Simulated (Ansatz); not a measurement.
Cu, space group P6_3/mmc: a frozen displacement of one atom, run with the Ansatz DFT code, driven from Python.

Contents of `cu.extxyz`:
```text
4
Lattice="2.53076403 0.0 0.0 -1.26538201 2.19170594 0.0 0.0 0.0 8.26181508" Properties=species:S:1:pos:R:3 pbc="T T T"
Cu    0.00000000    0.00000000    0.00000000
Cu   -0.00000001    1.46113730    2.06545377
Cu    0.00000000    0.00000000    4.13090754
Cu    1.26538203    0.73056864    6.19636131
```

The script, `run_push.py`:
```python
"""Frozen displacement of one atom in Cu."""

import warnings

import ansatz as az
import numpy as np

warnings.simplefilter("ignore", az.DeckWarning)

cu = az.Crystal.from_extxyz("cu.extxyz")

inverse = np.linalg.inv(np.array(cu.lattice.vectors))
home = np.array(cu.sites[3].position)
values = np.linspace(-0.1, 0.1, 5)
energies, pulls = [], []
for shift in values:
    moved = cu.move(3, to=home + shift * inverse[1])
    model = moved.calculation()
    model = model.occupations("methfessel_paxton", width=100 * az.meV)
    model = model.functional("PBEsol")
    model = model.pseudopotentials("paw")
    model = model.kpoints(10, 10, 3, center="gamma")
    model = model.forces()
    rep = model.run().report
    energies.append(rep["free_energy_ev"])
    pulls.append(rep["forces_ev_ang"][3][1])

# the force is minus the slope of the free energy
print("shift (A)   dE (eV)   force along y (eV/A)")
for shift, e, f in zip(values, energies, pulls):
    print(f"{shift:8.3f} {e - energies[2]:10.5f} {f:12.4f}")
print(f"stiffness from energies {2 * np.polyfit(values, energies, 2)[0]:.3f}, from forces {-np.polyfit(values, pulls, 1)[0]:.3f} eV/A^2")
```

How stiff is this displacement, and do energies and forces agree?

The curvature of the energy gives 1.488 eV/Å² and the slope of the force 1.488 eV/Å², a positive curvature.

The run itself:

Running `python run_push.py` prints:
```text
shift (A)   dE (eV)   force along y (eV/A)
  -0.100    0.00679       0.1292
  -0.050    0.00178       0.0696
   0.000    0.00000      -0.0000
   0.050    0.00194      -0.0793
   0.100    0.00809      -0.1683
stiffness from energies 1.488, from forces 1.488 eV/A^2
```

Caveats:
- No spin polarisation was allowed.
- The mesh is modest for a metal, so energies can be off by several to tens of meV an atom and pressures by half a GPa or more; differences at equal mesh fare better.
- In a metal a curvature from energy changes of a few meV or less hangs on mesh and smearing, in size and even in sign.
- This isn't the structure that Cu takes at ambient conditions.
- All periodic images of the atom move with it, so the curvature is one diagonal element of the zone-centre force constants and no normal mode; a positive value doesn't exclude soft modes in which several atoms move.
- It ran for 27 s on 1 thread of Intel(R) Xeon(R) Processor @ 2.30GHz, with other jobs on the host, peak memory 0.55 GiB.
